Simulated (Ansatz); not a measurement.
**Sb started on an Al site and Sb started on an Al site in corundum Al2O3, 120 atoms, charge 0**

How does the host give way around this defect, what does it cost to form, and which levels does it put into the gap? The levels of theory are PBEsol and HSE06.

Program: Ansatz 0.2.0, PAW, plane waves. These are calculated values, not measurements.

### Step 1. The system as built

120 atoms (46 Al, 72 O, 2 Sb); a = 9.548 Å, b = 9.548 Å, c = 13.014 Å, α = 90.00°, β = 90.00°, γ = 120.00°. All atoms were shaken off their sites by about 0.02 Å along each axis. Defect site 1: (0.500, 0.500, 0.352). Defect site 2: (0.167, 0.833, 0.815).

The runs, in order: (2) PBEsol relaxation at the single k point (¼, ¼, ¼), on 1 × NVIDIA H100 80GB HBM3 with 4 threads of AMD EPYC 7R13; (3) HSE06 single point at the single k point (¼, ¼, ¼), on 1 × NVIDIA H100 80GB HBM3 with 4 threads of AMD EPYC 7R13.

### Step 2. Relaxing the atoms with PBEsol

in.yaml

```yaml
crystal:
  lattice:
    - [9.547862, 0.000000, 0.000000]
    - [-4.773931, 8.268691, 0.000000]
    - [0.000000, 0.000000, 13.013576]
  atoms:
    - { symbol: Al, position: [0.330195, 0.168013, 0.184091] }
    - { symbol: Al, position: [0.334847, 0.669220, 0.185820] }
    - { symbol: Al, position: [0.830929, 0.161208, 0.186866] }
    - { symbol: Al, position: [0.839029, 0.669097, 0.188519] }
    - { symbol: Al, position: [0.169548, 0.334255, 0.019164] }
    - { symbol: Al, position: [0.163543, 0.834871, 0.021930] }
    - { symbol: Al, position: [0.667074, 0.332106, 0.019547] }
    - { symbol: Al, position: [0.665643, 0.829876, 0.016576] }
    - { symbol: Al, position: [0.167316, 0.331084, 0.314609] }
    - { symbol: Al, position: [0.166857, 0.837836, 0.315269] }
    - { symbol: Al, position: [0.667765, 0.334681, 0.315956] }
    - { symbol: Al, position: [0.661777, 0.831521, 0.315218] }
    - { symbol: Al, position: [0.166824, 0.334068, 0.518578] }
    - { symbol: Al, position: [0.165613, 0.830107, 0.515424] }
    - { symbol: Al, position: [0.663761, 0.332270, 0.520891] }
    - { symbol: Al, position: [0.666482, 0.834039, 0.519349] }
    - { symbol: Al, position: [0.001732, 0.003594, 0.352060] }
    - { symbol: Al, position: [0.997997, 0.499126, 0.354003] }
    - { symbol: Al, position: [0.500412, 0.002231, 0.351465] }
    - { symbol: Al, position: [0.996782, 0.997965, 0.148514] }
    - { symbol: Al, position: [0.999937, 0.503428, 0.149927] }
    - { symbol: Al, position: [0.495705, 0.001451, 0.148806] }
    - { symbol: Al, position: [0.497752, 0.500262, 0.146011] }
    - { symbol: Al, position: [0.997578, 0.999138, 0.646105] }
    - { symbol: Al, position: [0.001659, 0.498600, 0.651123] }
    - { symbol: Al, position: [0.499750, 0.995449, 0.648844] }
    - { symbol: Al, position: [0.499116, 0.498097, 0.646702] }
    - { symbol: Al, position: [0.003149, 0.999716, 0.851797] }
    - { symbol: Al, position: [0.999759, 0.501268, 0.852359] }
    - { symbol: Al, position: [0.502451, 0.003297, 0.850853] }
    - { symbol: Al, position: [0.501894, 0.499854, 0.852058] }
    - { symbol: Al, position: [0.335359, 0.164944, 0.682745] }
    - { symbol: Al, position: [0.333422, 0.666315, 0.683809] }
    - { symbol: Al, position: [0.835442, 0.166296, 0.682460] }
    - { symbol: Al, position: [0.835554, 0.667765, 0.684337] }
    - { symbol: Al, position: [0.332941, 0.166945, 0.480070] }
    - { symbol: Al, position: [0.334909, 0.668127, 0.482496] }
    - { symbol: Al, position: [0.835529, 0.169539, 0.480452] }
    - { symbol: Al, position: [0.831307, 0.667170, 0.480847] }
    - { symbol: Al, position: [0.334993, 0.165857, 0.979608] }
    - { symbol: Al, position: [0.337434, 0.666636, 0.982724] }
    - { symbol: Al, position: [0.833349, 0.165387, 0.984306] }
    - { symbol: Al, position: [0.828860, 0.664781, 0.981297] }
    - { symbol: Al, position: [0.169128, 0.336092, 0.813905] }
    - { symbol: Al, position: [0.666039, 0.332759, 0.815145] }
    - { symbol: Al, position: [0.668337, 0.837383, 0.815711] }
    - { symbol: O, position: [0.148519, 0.996194, 0.250595] }
    - { symbol: O, position: [0.155793, 0.500656, 0.249064] }
    - { symbol: O, position: [0.654025, 0.000297, 0.247786] }
    - { symbol: O, position: [0.647205, 0.500005, 0.248462] }
    - { symbol: O, position: [0.336412, 0.016811, 0.081081] }
    - { symbol: O, position: [0.330410, 0.513312, 0.084827] }
    - { symbol: O, position: [0.827598, 0.010034, 0.085795] }
    - { symbol: O, position: [0.836076, 0.514025, 0.083267] }
    - { symbol: O, position: [0.002081, 0.152602, 0.249488] }
    - { symbol: O, position: [0.999041, 0.649838, 0.250772] }
    - { symbol: O, position: [0.499036, 0.151015, 0.249440] }
    - { symbol: O, position: [0.497809, 0.656114, 0.250543] }
    - { symbol: O, position: [0.349094, 0.346430, 0.251619] }
    - { symbol: O, position: [0.350810, 0.847243, 0.251632] }
    - { symbol: O, position: [0.849108, 0.349628, 0.252726] }
    - { symbol: O, position: [0.850972, 0.847184, 0.248345] }
    - { symbol: O, position: [0.180299, 0.169127, 0.083576] }
    - { symbol: O, position: [0.179086, 0.665681, 0.084555] }
    - { symbol: O, position: [0.681539, 0.170077, 0.085407] }
    - { symbol: O, position: [0.679785, 0.663194, 0.081125] }
    - { symbol: O, position: [0.177367, 0.012241, 0.583032] }
    - { symbol: O, position: [0.182287, 0.515778, 0.581216] }
    - { symbol: O, position: [0.681764, 0.012312, 0.583216] }
    - { symbol: O, position: [0.681085, 0.514627, 0.584646] }
    - { symbol: O, position: [0.165993, 0.180857, 0.418236] }
    - { symbol: O, position: [0.163748, 0.679947, 0.416062] }
    - { symbol: O, position: [0.664215, 0.179285, 0.418719] }
    - { symbol: O, position: [0.666911, 0.681374, 0.416863] }
    - { symbol: O, position: [0.018220, 0.332455, 0.415925] }
    - { symbol: O, position: [0.015319, 0.832054, 0.418403] }
    - { symbol: O, position: [0.519204, 0.337667, 0.416052] }
    - { symbol: O, position: [0.517395, 0.834581, 0.417709] }
    - { symbol: O, position: [0.011460, 0.179293, 0.915423] }
    - { symbol: O, position: [0.015921, 0.682174, 0.916641] }
    - { symbol: O, position: [0.516738, 0.183355, 0.916529] }
    - { symbol: O, position: [0.510510, 0.681231, 0.917745] }
    - { symbol: O, position: [0.002173, 0.349368, 0.749434] }
    - { symbol: O, position: [0.996874, 0.842623, 0.748123] }
    - { symbol: O, position: [0.500308, 0.349438, 0.747230] }
    - { symbol: O, position: [0.499889, 0.846325, 0.749563] }
    - { symbol: O, position: [0.482450, 0.314019, 0.083864] }
    - { symbol: O, position: [0.484141, 0.818737, 0.082311] }
    - { symbol: O, position: [0.984542, 0.316953, 0.082833] }
    - { symbol: O, position: [0.985536, 0.822555, 0.082647] }
    - { symbol: O, position: [0.486623, 0.169089, 0.581761] }
    - { symbol: O, position: [0.486264, 0.664494, 0.584332] }
    - { symbol: O, position: [0.989689, 0.167671, 0.585569] }
    - { symbol: O, position: [0.987626, 0.667691, 0.582963] }
    - { symbol: O, position: [0.335334, 0.323234, 0.584550] }
    - { symbol: O, position: [0.332692, 0.820872, 0.584879] }
    - { symbol: O, position: [0.830779, 0.317524, 0.586059] }
    - { symbol: O, position: [0.835154, 0.821506, 0.584531] }
    - { symbol: O, position: [0.316777, 0.482355, 0.417950] }
    - { symbol: O, position: [0.323196, 0.989725, 0.416508] }
    - { symbol: O, position: [0.820758, 0.489768, 0.418749] }
    - { symbol: O, position: [0.821448, 0.987989, 0.415801] }
    - { symbol: O, position: [0.317563, 0.331624, 0.912698] }
    - { symbol: O, position: [0.319566, 0.834201, 0.916100] }
    - { symbol: O, position: [0.818311, 0.333797, 0.916721] }
    - { symbol: O, position: [0.817315, 0.832568, 0.913759] }
    - { symbol: O, position: [0.349669, 0.002860, 0.746427] }
    - { symbol: O, position: [0.346846, 0.501722, 0.751598] }
    - { symbol: O, position: [0.845579, 0.998763, 0.749102] }
    - { symbol: O, position: [0.850263, 0.501629, 0.750768] }
    - { symbol: O, position: [0.154638, 0.153171, 0.750171] }
    - { symbol: O, position: [0.149998, 0.651954, 0.748718] }
    - { symbol: O, position: [0.649403, 0.149033, 0.750267] }
    - { symbol: O, position: [0.655523, 0.653778, 0.751764] }
    - { symbol: O, position: [0.160806, 0.485943, 0.917737] }
    - { symbol: O, position: [0.163167, 0.985044, 0.917899] }
    - { symbol: O, position: [0.665858, 0.481112, 0.916371] }
    - { symbol: O, position: [0.668220, 0.983890, 0.918093] }
    - { symbol: Sb, position: [0.495974, 0.501079, 0.353762] }
    - { symbol: Sb, position: [0.166456, 0.830889, 0.814911] }
  symmetry: { detect: false }
kpoints:
  mp_grid: { grid: [1, 1, 1], shift: [0.25, 0.25, 0.25] }
hamiltonian:
  xc: pbesol
scf:
  occupations: { method: fermi_dirac, width: 0.01 }
relax:
  f_tol: 0.03
  max_steps: 80
  escape_saddle: false
  adjacent_minimum: "off"
output:
  forces: true
  eigenvalues: true
  populations: true
```

Command:

```
ansatz run in.yaml --threads 4 --pin off --max-ram 42750MiB --runs-dir r --events-out ev --progress --plain --backend cuda --devices 0, --max-vram 37GiB
```

After this run come: HSE06 single point.

**Question.** What will these runs give? Wanted: for each run, formation energy; host gap; top filled to lowest empty.

As calculated:

| level | time | formation energy (eV) | host gap (eV) | top filled to lowest empty (eV) |
| --- | --- | --- | --- | --- |
| PBEsol, relaxation | 9.7 s (GPU) | 16.28 | 6.03 | 3.41 |
| HSE06 | 36 s (GPU) | 17.83 | 8.00 | 4.59 |

| quantity | value |
| --- | --- |
| relaxation | 6 recorded steps, 12.14 eV gained |
| largest shift | 0.39 Å (O77) |

**Reading.** Relaxation gains 12.14 eV, with shifts up to 0.39 Å (O77). The formation energy goes from 16.28 eV (PBEsol) to 17.83 eV (HSE06). The reservoirs are the elements' reference phases; where the defect changes the composition, the value depends on that choice. HSE06 puts 2 localised levels over 0.1 eV inside the gap, at 3.45 (filled), 3.49 (filled) eV, the tightest of them shared by about 12 atoms. Spin–orbit coupling is left out, which matters for the band edges of the heavier elements here. The host's edges were read at Γ, so band-like levels at this k point need not coincide with them. One k point and a cell of this size can leave errors of several tenths of an eV.
